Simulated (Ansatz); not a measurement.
The system is Al3Au.

```
Au Al
1.0
    -2.02533    2.02533    4.05660
     2.02533   -2.02533    4.05660
     2.02533    2.02533   -4.05660
Au Al
1 3
Direct
  0.00000 0.00000 0.00000
  0.50000 0.50000 0.00000
  0.25000 0.75000 0.50000
  0.75000 0.25000 0.50000
```

The cell comes from a database or a generator and needn't be the stable form of this composition.

Base run:

| Item | Value |
| --- | --- |
| Program | Ansatz 0.2.0 |
| Functional | r2SCAN |
| Potentials or basis | Ansatz PAW |
| Cutoff | 500 eV (not typed: the program's choice for these potentials) |
| k mesh | 9 × 9 × 9 |
| Occupations | fermi-dirac, width 0.05 eV |
| Spin | spin-orbit coupling, no magnetisation |

Its results: band gap on the k mesh none (metal or under the smearing width); pressure -3.4 GPa.

The run is repeated on the same cell with these changes: spin from spin-orbit coupling, no magnetisation to no spin polarisation; potential files from those of the base run to others of the same set. What comes out?

Band gap on the k mesh none (metal or under the smearing width); pressure -2.8 GPa.

Caveats: the PAW data sets come from PBE, with cores solved anew for the run's functional, which leaves a small shift of forces and pressure; spin-orbit coupling is left out, which moves the levels of the heavy elements (some runs).
